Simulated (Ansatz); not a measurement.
AlRu, space group Pm-3m: an equation of state with a fit, run with Ansatz 0.2.0 through its Python package.

Script `eos.py`:
```python
'''Energy against volume for AlRu, with a fit.'''

import ansatz as az
import numpy as np
from pymatgen.analysis.eos import EOS

vectors0 = np.array([
    [2.9916, 0.0, 0.0],
    [0.0, 2.9916, 0.0],
    [0.0, 0.0, 2.9916],
])
sites = [
    ('Al', [0.0, 0.0, 0.0]),
    ('Ru', [0.5, 0.5, 0.5]),
]


def crystal_on(cell):
    crystal = az.Crystal(lattice=az.Lattice.of(cell))
    for symbol, position in sites:
        crystal = crystal.atom(symbol, position)
    return crystal

# uniform scaling of the cell
volumes, energies = [], []
for scale in np.linspace(0.92, 1.08, 7):
    cell = vectors0 * scale ** (1 / 3)
    model = (
        crystal_on(cell).calculation()
        .occupations('fermi_dirac', width=0.1)  # smearing steadies the SCF of a metal
        .functional('r2scan')
        .basis(600)  # cutoff of the orbital basis
        .kpoints(10, 10, 10)
    )
    data = model.run(threads=1, pin='off').report
    volumes.append(abs(np.linalg.det(cell)) / len(sites))
    energies.append(data['free_energy_ev'] / len(sites))
    print(f'V = {volumes[-1]:8.4f} A^3/atom  F = {energies[-1]:.5f} eV/atom')

for form in ['murnaghan']:
    fit = EOS(eos_name=form).fit(volumes, energies)
    print(f'{form:18s} V0 {fit.v0:8.4f} A^3/atom  B0 {fit.b0_GPa:7.1f} GPa  B1 {fit.b1:5.2f}')
```

From its runs, with one value withheld:

| V (Å³/atom) | F less the lowest row shown (meV/atom) |
| --- | --- |
| 12.316 | 53.49 |
| 12.673 | ? |
| 13.030 | 2.49 |
| 13.387 | 0.00 |
| 13.744 | 10.14 |
| 14.101 | 31.22 |
| 14.458 | 61.75 |

What is the missing energy at 12.673 Å³ an atom?

A third-order Birch-Murnaghan fit, E = E0 + (9 V0 B0 / 16) [(t - 1)³ B' + (t - 1)² (6 - 4t)] with t = (V0/V)^(2/3), through the 6 rows shown gives V0 = 13.272 Å³, B0 = 220.2 GPa, B' = 4.37 and E0 = -0.66 meV. At V = 12.673 Å³, t = 1.03129, and the fit interpolates to 19.55 meV. The run gave 19.56 meV, a miss of 0.01 meV.

What to keep in mind:
- For a metal this k-point mesh is coarse: on a finer one energies can move by several to tens of meV an atom and pressures by half a GPa or more, differences at one mesh by less.
- The starting cell is as deposited in a crystallographic database; the results hold for this polymorph, which needn't be the stable one.
- The whole script took 20 s on 1 thread of Intel(R) Xeon(R) Processor @ 2.30GHz, with other jobs on the host, peak memory 0.63 GiB.
